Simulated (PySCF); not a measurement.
# C4H13FN2Si: the cost of one run

Programs: PySCF 2.14.0, with density-fitted response routines of our own. Each step states its level of theory. These are calculated values for one molecule, in the gas phase or a continuum, unless marked as measured. Atoms count from 0, in the outputs and in this text.

## Step 1: The starting structure

21 atoms, charge 0, multiplicity 1; geometry from: GFN2-xTB. The atoms were then displaced at random by about 0.01 Å, so the start is not that level's minimum.

Bonds of the start (Å): C0–C1 1.49, C1–C2 1.52, C2–C3 1.57, C3–N4 1.41, N4–Si5 1.72, Si5–N6 1.73, Si5–F7 1.61, C0–H8 1.08, C0–H9 1.11, C0–H10 1.11, C1–H11 1.08, C1–H12 1.08, C2–H13 1.08, C2–H14 1.09, C3–H15 1.10, C3–H16 1.10, N4–H17 0.99, Si5–H18 1.45, N6–H19 1.01, N6–H20 0.98.

## Step 2: Geometry optimisation at PBE0-D3(BJ)/def2-SVP

The job: settings as JSON, then the geometry in Å.

```
{"job": {"xc": "PBE0", "basis": "def2-SVP", "d3": "d3bj", "grid": 1, "shake": 0.01, "kind": "geom"}, "charge": 0, "multiplicity": 1}
C     -3.324710     0.656430     0.045490
C     -2.300730    -0.393620     0.308480
C     -0.923540     0.056540    -0.135120
C      0.187980    -1.018650     0.112480
N      1.478010    -0.620910    -0.291530
Si     2.564790     0.216570     0.741950
N      4.024110     0.407320    -0.158960
F      2.961660    -0.771760     1.952640
H     -3.391080     0.917900    -1.001630
H     -3.107550     1.593740     0.589730
H     -4.336770     0.340660     0.369700
H     -2.557290    -1.302170    -0.217530
H     -2.306350    -0.612770     1.367520
H     -0.935260     0.312150    -1.183800
H     -0.620710     0.947460     0.422580
H      0.189710    -1.254900     1.185650
H     -0.117570    -1.917640    -0.436270
H      1.539020    -0.450620    -1.268210
H      2.048890     1.376520     1.451530
H      4.001990     1.047780    -0.935660
H      4.854230     0.492250     0.352700
```

Launch:

```sh
OMP_NUM_THREADS=1 python probes_run.py task.json out
```

One launch serves the whole session: the jobs run in the order shown.

Q: Estimate the wall time and peak memory of this first job on 1 thread of AMD EPYC 9R45, shared host.

About 96 s, with a peak of 0.91 GiB.
